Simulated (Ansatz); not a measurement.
# CdBr2: the cost of one run

Program: Ansatz 0.2.0. Level of theory: reference: DFT, HSE06, plane waves, PAW. These are calculated values, not measurements.

## (1) The structure to begin with

The structure is trigonal, space group R-3m (No. 166). Conventional cell: a = 3.980 Å, b = 3.980 Å, c = 37.645 Å, α = 90.00°, β = 90.00°, γ = 120.00°. Cd (site symmetry -3m) has 6 Br at 2.78 Å as nearest neighbours. Br (site symmetry 3m) has 3 Cd at 2.78 Å as nearest neighbours.

Structure file:

```cif
data_structure
_symmetry_space_group_name_H-M 'R-3m:H'
_symmetry_Int_Tables_number 166
_cell_length_a 3.9800
_cell_length_b 3.9800
_cell_length_c 37.6445
_cell_angle_alpha 90.000
_cell_angle_beta 90.000
_cell_angle_gamma 120.000
_cell_volume 516.40
loop_
_atom_site_label
_atom_site_type_symbol
_atom_site_symmetry_multiplicity
_atom_site_Wyckoff_symbol
_atom_site_fract_x
_atom_site_fract_y
_atom_site_fract_z
_atom_site_occupancy
Cd1 Cd 3 a 0.00000 0.00000 0.00000 1
Cd2 Cd 3 b 0.66667 0.33333 0.83333 1
Br1 Br 6 c 0.33333 0.66667 0.87496 1
Br2 Br 6 c 0.66667 0.33333 0.95837 1
```

## (2) Baseline

input.yaml

```yaml
crystal:
  lattice:
    - [1.9899776146, 1.1489141114, 12.5481711337]
    - [-1.9899776146, 1.1489141114, 12.5481711337]
    - [0.0, -2.2978282229, 12.5481711337]
  atoms:
    - { symbol: Cd, position: [0.0, 0.0, 0.0] }
    - { symbol: Cd, position: [0.5, 0.5, 0.5] }
    - { symbol: Br, position: [0.2082894517, 0.2082894517, 0.2082894517] }
    - { symbol: Br, position: [0.7917105483, 0.7917105483, 0.7917105483] }
    - { symbol: Br, position: [0.6250395226, 0.6250395226, 0.6250395226] }
    - { symbol: Br, position: [0.3749604774, 0.3749604774, 0.3749604774] }
kpoints:
  mp_grid: { grid: [4, 4, 4] }
hamiltonian:
  xc: hse06
scf:
  occupations: { method: fixed }
  n_extra_bands: 5
output:
  forces: true
  stress: true
  eigenvalues: true
  write_density: true
  write_potential: true
  elf: true
  volumetric_format: npy
```

Started as:

```bash
$ ansatz run input.yaml --threads 4 --pin off --max-ram 4608MiB --backend cpu --events-out ev --progress --plain --runs-dir out
```

Q: Estimate wall time and peak memory on 4 threads of Intel Xeon Platinum 8488C (Sapphire Rapids), shared host.

About 66 s, with a peak of 3.1 GiB.
